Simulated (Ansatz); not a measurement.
# BAs: the cost of one run

Method: DFT LDA, scalar-relativistic, plane waves, PAW, in Ansatz 0.2.0.

5 further runs of the same task are left out: 1 that didn't finish, 4 set aside as unsound or not needed.

### Step 1. The structure to begin with

The structure is cubic, space group F-43m (No. 216). The conventional cell has a = 4.732 Å, b = 4.732 Å, c = 4.732 Å, α = 90.00°, β = 90.00°, γ = 90.00°. B (site symmetry -43m) has 4 As at 2.05 Å as nearest neighbours. Around As (site symmetry -43m) lie 4 B at 2.05 Å.

Structure file:

```
CELL_PARAMETERS angstrom
0.00000 2.36604 2.36604
2.36604 0.00000 2.36604
2.36604 2.36604 0.00000
ATOMIC_POSITIONS crystal
B 0.00000 0.00000 0.00000
As 0.75000 0.75000 0.75000
```

It is the result of an earlier relaxation at this level (volume 13.25 Å³/atom; gap on the mesh: 1.10 eV).

### Step 2. Phonons at the zone centre

The input, input.yaml:

```yaml
crystal:
  lattice:
    - [0.0, 2.3828389033, 2.3828389033]
    - [2.3828389033, 0.0, 2.3828389033]
    - [2.3828389033, 2.3828389033, 0.0]
  atoms:
    - { symbol: B, position: [0.0, 0.0, 0.0] }
    - { symbol: As, position: [0.75, 0.75, 0.75] }
basis:
  ecutwfc: 420
kpoints:
  mp_grid: { grid: [10, 10, 10] }
hamiltonian:
  xc: lda
scf:
  occupations: { method: fixed }
output:
  eigenvalues: true
phonons:
  method: dfpt
  dielectric: true
  rigid_motions: translations
  eigenvectors: true
```

Run with:

```bash
$ ansatz run input.yaml --threads 1 --pin off --max-ram 3072MiB --backend cpu --events-out ev --progress --plain --runs-dir out
```

What time and memory should one allow on 1 thread of Intel Xeon at 2.70GHz, shared host?

About 63 s, with a peak of 0.57 GiB.
